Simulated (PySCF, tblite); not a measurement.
# CH₅GeNO, a small gas-phase stand-in for a defect centre: NMR shifts, core binding energies and electronic excitations, part 2 of 2

tblite 0.8.0 and PySCF 2.14.0. Atoms count from 0, parts from 1.

## 5. X-ray photoelectron lines: SCAN, X2C

Job settings and geometry (Å):

```
{"job": {"kind": "xps", "holes": 5}, "charge": 0, "multiplicity": 1}
Ge    -1.009773     0.446170     1.519622
N      0.389197    -0.727716     1.480454
O     -1.018308     0.922458    -0.212136
C     -0.167508     0.476873    -1.220819
H      0.946610    -0.994851     0.675005
H      0.685001    -1.214056     2.320213
H     -0.434509     0.973512    -2.168367
H      0.895598     0.710109    -1.014346
H     -0.242099    -0.615670    -1.388150
```

Method: delta-SCF UKS SCAN, pcX-2 on the ionised atom, pcseg-1 elsewhere, spin-free X2C.

Log:

```text
ground state, core basis on atom 1 (N), 125 functions
  cycle   1  E = -2264.95905294  |g| = 7.81e-01
  cycle   2  E = -2264.11216994  |g| = 2.04e+00
  cycle   3  E = -2265.05609982  |g| = 3.78e-01
  cycle   4  E = -2265.08339524  |g| = 1.64e-01
  cycle   5  E = -2265.08951061  |g| = 3.16e-02
  cycle   6  E = -2265.08983891  |g| = 7.79e-03
  cycle   7  E = -2265.08985361  |g| = 1.35e-03
  cycle   8  E = -2265.08985365  |g| = 5.99e-04
  cycle   9  E = -2265.08985309  |g| = 1.78e-04
  E(ground) = -2265.22864516 Eh
hole in N 1s of atom 1
  cycle   1  E = -2249.50862958  |g| = 1.86e+00
  cycle   2  E = -2248.72144012  |g| = 2.15e+00
  cycle   3  E = -2250.09217381  |g| = 5.70e-01
  cycle   4  E = -2249.89243309  |g| = 8.66e-01
  cycle   5  E = -2250.22436012  |g| = 7.08e-02
  cycle   6  E = -2250.22696763  |g| = 2.27e-02
  cycle   7  E = -2250.22726926  |g| = 5.03e-03
  cycle   8  E = -2250.22728015  |g| = 1.59e-03
  cycle   9  E = -2250.22728306  |g| = 9.17e-04
  cycle  10  E = -2250.22728376  |g| = 2.36e-04
  E(ion) = -2250.36538826 Eh   <S^2> = 0.7660   hole on atom = 1.000   binding energy = 404.450 eV
ground state, core basis on atom 2 (O), 125 functions
  cycle   1  E = -2265.10522860  |g| = 1.04e-01
  cycle   2  E = -2265.10253428  |g| = 1.29e-01
  cycle   3  E = -2265.10479947  |g| = 7.06e-02
  cycle   4  E = -2265.10573243  |g| = 1.24e-02
  cycle   5  E = -2265.10576765  |g| = 3.25e-03
  cycle   6  E = -2265.10577042  |g| = 2.97e-04
  E(ground) = -2265.24446568 Eh
hole in O 1s of atom 2
  cycle   1  E = -2244.51588533  |g| = 2.24e+00
  cycle   2  E = -2243.85896514  |g| = 2.32e+00
  cycle   3  E = -2245.24256051  |g| = 5.42e-01
  cycle   4  E = -2245.10278081  |g| = 6.69e-01
  cycle   5  E = -2245.35506262  |g| = 1.01e-01
  cycle   6  E = -2245.36038789  |g| = 2.27e-02
  cycle   7  E = -2245.36061759  |g| = 6.70e-03
  cycle   8  E = -2245.36063888  |g| = 2.00e-03
  cycle   9  E = -2245.36063954  |g| = 5.86e-04
  cycle  10  E = -2245.36064115  |g| = 1.50e-04
  E(ion) = -2245.50084227 Eh   <S^2> = 0.7635   hole on atom = 1.000   binding energy = 537.251 eV
ground state, core basis on atom 3 (C), 125 functions
  cycle   1  E = -2265.07389029  |g| = 1.01e-01
  cycle   2  E = -2265.06764695  |g| = 1.94e-01
  cycle   3  E = -2265.07508637  |g| = 2.65e-02
  cycle   4  E = -2265.07515484  |g| = 1.91e-02
  cycle   5  E = -2265.07524837  |g| = 1.72e-03
  cycle   6  E = -2265.07524927  |g| = 3.06e-04
  E(ground) = -2265.21564957 Eh
hole in C 1s of atom 3
  cycle   1  E = -2253.78898888  |g| = 1.50e+00
  cycle   2  E = -2252.02578935  |g| = 2.31e+00
  cycle   3  E = -2254.04263217  |g| = 7.90e-01
  cycle   4  E = -2254.21425876  |g| = 5.69e-01
  cycle   5  E = -2254.33289911  |g| = 1.38e-01
  cycle   6  E = -2254.33791155  |g| = 9.51e-02
  cycle   7  E = -2254.34277441  |g| = 2.33e-02
  cycle   8  E = -2254.34302782  |g| = 4.50e-03
  cycle   9  E = -2254.34304157  |g| = 1.78e-03
  cycle  10  E = -2254.34304648  |g| = 7.19e-04
  cycle  11  E = -2254.34304810  |g| = 1.43e-04
  E(ion) = -2254.48325492 Eh   <S^2> = 0.7729   hole on atom = 1.000   binding energy = 292.043 eV
```

It took 14 s on 1 thread of Arm Neoverse V2, shared host; peak memory 0.42 GiB.

The holes in one table. −ε is the ground-state orbital energy:

| hole | stands for | environment | ΔSCF (eV) | −ε (eV) | ⟨S²⟩ |
| --- | --- | --- | --- | --- | --- |
| N1s on N1 | N1 | nitrogen bonded to Ge, 2 H | 404.45 | 385.8 | 0.766 |
| O1s on O2 | O2 | oxygen bonded to C, Ge | 537.25 | 516.3 | 0.764 |
| C1s on C3 | C3 | carbon bonded to O, 3 H | 292.04 | 274.8 | 0.773 |

## 6. Ultraviolet spectrum: CAM-B3LYP/def2-SVPD

Same as in step 5 but for these lines:

```diff
@@ -1,2 +1,2 @@
-{"job": {"kind": "xps", "holes": 5}, "charge": 0, "multiplicity": 1}
+{"job": {"kind": "uv", "xc": "CAM-B3LYP", "basis": "def2-SVPD", "nstates": 6, "ntriplets": 2, "ip": true}, "charge": 0, "multiplicity": 1}
 Ge    -1.009773     0.446170     1.519622
```

Method: TDDFT CAM-B3LYP/def2-SVPD, vertical, gas phase, core orbitals frozen in the response.

Log:

```text
coarse grid: 35256 points
cycle   1  E = -2247.6750530393  dE = -4.038e-01  |g| = 8.116e-01  |ddm| = 3.657e+00
cycle   2  E = -2247.5047634306  dE =  1.703e-01  |g| = 1.257e+00  |ddm| = 1.738e+00
cycle   3  E = -2247.7949226788  dE = -2.902e-01  |g| = 1.177e-01  |ddm| = 1.000e+00
cycle   4  E = -2247.7968756865  dE = -1.953e-03  |g| = 5.754e-02  |ddm| = 1.337e-01
cycle   5  E = -2247.7975261525  dE = -6.505e-04  |g| = 1.252e-02  |ddm| = 5.565e-02
cycle   6  E = -2247.7975600370  dE = -3.388e-05  |g| = 2.864e-03  |ddm| = 1.333e-02
cycle   7  E = -2247.7975618332  dE = -1.796e-06  |g| = 5.599e-04  |ddm| = 4.933e-03
final grid: 73312 points
cycle   8  E = -2247.7975558234  dE = -1.350e-07  |g| = 4.399e-04  |ddm| = 2.433e-03
cycle   9  E = -2247.7975558305  dE = -7.071e-09  |g| = 4.669e-04  |ddm| = 9.589e-04
cycle  10  E = -2247.7975558607  dE = -3.025e-08  |g| = 5.735e-05  |ddm| = 3.916e-04
cycle  11  E = -2247.7975558617  dE = -9.759e-10  |g| = 3.721e-05  |ddm| = 9.629e-05
cycle  12  E = -2247.7975558622  dE = -4.516e-10  |g| = 8.217e-06  |ddm| = 7.727e-05
converged SCF energy = -2247.7975558622

Static polarisability (au): isotropic 57.609, principal 47.216 60.241 65.370

Singlet excitations
state   eV       nm        f      main configurations
  1   5.3434    232.0   0.09462   H->L 0.98
  2   5.8656    211.4   0.03400   H-1->L 0.94
  3   6.0766    204.0   0.00146   H-2->L 0.96
  4   6.6525    186.4   0.06323   H-3->L 0.84, H->L+1 0.11
  5   6.7958    182.4   0.04945   H-1->L+1 0.83, H-3->L+1 0.09
  6   7.0670    175.4   0.28504   H->L+1 0.68, H->L+2 0.17

Triplet excitations (Tamm-Dancoff, eV): 3.6977 4.7132
Vertical ionisation energy (delta-SCF) = 9.9410 eV
Vertical electron affinity (delta-SCF) = -0.6831 eV
```

Run time: 1.7 min. Hardware: 1 thread of Arm Neoverse V2, shared host; peak memory 0.76 GiB.

Frontier orbitals and where they lie:

| orbital | eV | atoms |
| --- | --- | --- |
| HOMO−3 | -9.87 | O2 32 %, N1 27 %, Ge0 13 % |
| HOMO−2 | -9.83 | O2 56 %, C3 15 %, H6 8 % |
| HOMO−1 | -9.12 | N1 43 %, O2 30 %, Ge0 6 % |
| HOMO | -8.74 | Ge0 66 %, O2 15 %, N1 14 % |
| LUMO | -0.13 | Ge0 67 %, O2 17 %, N1 14 % |
| LUMO+1 | 1.00 | Ge0 35 %, N1 13 %, H4 13 % |
| LUMO+2 | 1.60 | Ge0 41 %, C3 21 %, O2 17 % |

With each of the 6 states as a Gaussian band of 0.4 eV half-width at 1/e, the curve within the window shown has maxima at 230 nm (ε 4,100), 177 nm (ε 14,000) L/(mol cm). Beyond the last state computed it falls off for lack of states. The curve at chosen wavelengths:

(nm, ε (L/mol/cm)): (168, 6942), (172, 11542), (175, 13627), (179, 13488), (183, 10875), (187, 7546), (190, 5340), (194, 3209), (198, 2051), (201, 1705), (205, 1700), (209, 1979), (213, 2395), (216, 2764), (220, 3297), (224, 3783), (228, 4079), (231, 4106), (235, 3852), (239, 3324), (242, 2823), (246, 2124), (250, 1489), (254, 979), (257, 687), (261, 409)

Further results of this job:

| property | computed |
| --- | --- |
| dipole moment (D) | 2.28 |
| polarisability (Å³) | 8.54 |
| HOMO–LUMO gap (eV) | 8.61 |
| −ε(HOMO) (eV) | 8.74 |

## 7. What came out

What follows sums up all 2 parts.

```
                                                                   quantity                                             value
                                                                point group                                                Cs
                                       rotational constants (main isotopes)                              8.57, 3.77, 2.66 GHz
                                $^{13}$C shifts against TMS (PBE0/pcSseg-2)                                          52.6 ppm
$^{1}$H shifts against TMS (PBE0/pcSseg-2, means over atoms taken as alike)                        4.82, 4.32, 3.94, 3.69 ppm
                             $^{73}$Ge shifts against GeMe4 (PBE0/pcSseg-2)                                           204 ppm
                                $^{15}$N shifts against NH3 (PBE0/pcSseg-2)                                         131.6 ppm
                                $^{17}$O shifts against H2O (PBE0/pcSseg-2)                                         149.9 ppm
 potential on the surface of density 0.002 e/bohr³, 1st and 99th percentile                                -1.46 V and 1.76 V
                                           N1s binding energies, SCAN/pcX-2                                      N1 404.45 eV
                                           O1s binding energies, SCAN/pcX-2                                      O2 537.25 eV
                                           C1s binding energies, SCAN/pcX-2                                      C3 292.04 eV
                                       lowest singlet (CAM-B3LYP/def2-SVPD)                       5.34 eV (232 nm), f = 0.095
                                   brightest single state of those computed                       state 6, 7.07 eV, f = 0.285
                                                             lowest triplet                                           3.70 eV
                                          vertical ionisation energy (ΔSCF)                                           9.94 eV
                                          vertical electron affinity (ΔSCF)  -0.68 eV (unbound: the value hangs on the basis)
```

The start of the PBE0/def2-SVP relaxation was shaken at random by about 0.01 Å, so part of the energy gained, and of the first lengths quoted, undoes that. The optimisation took 10 steps and gained 0.136 eV; among the close pairs (by a distance rule), O2–C3 changed most, from 1.427 to 1.393 Å (PBE0/def2-SVP). No frequency check was run at this level, so the end point may be a saddle. Hydrogens of an XH3 group are listed apart at this fixed geometry; free rotation makes them one line at their mean. At PBE0/pcSseg-2: The largest span, 753 ppm, is at Ge0, where the paramagnetic term is -1624 ppm. By nearest atom (PBE0/pcSseg-2), the HOMO sits on Ge0 71 %; O2 10 % and the LUMO on Ge0 73 %; N1 10 %. The lowest singlet, at 5.34 eV, is HOMO→LUMO 0.98 and is bright; of the 6 states computed, the strongest absorption comes from state 6 at 7.07 eV (the last computed, so partners may be missing). The lowest triplet lies 1.65 eV below the lowest singlet (triplets in Tamm-Dancoff, singlets in full TDDFT). The orbital energy would give 8.74 eV for ionisation, ΔSCF gives 9.94 eV. In this run the hole sits in HOMO−1, not in the HOMO; of the holes tried it gave the lowest energy. Spin-orbit coupling is left out, which matters for shieldings and couplings at and beside the heavy atoms.
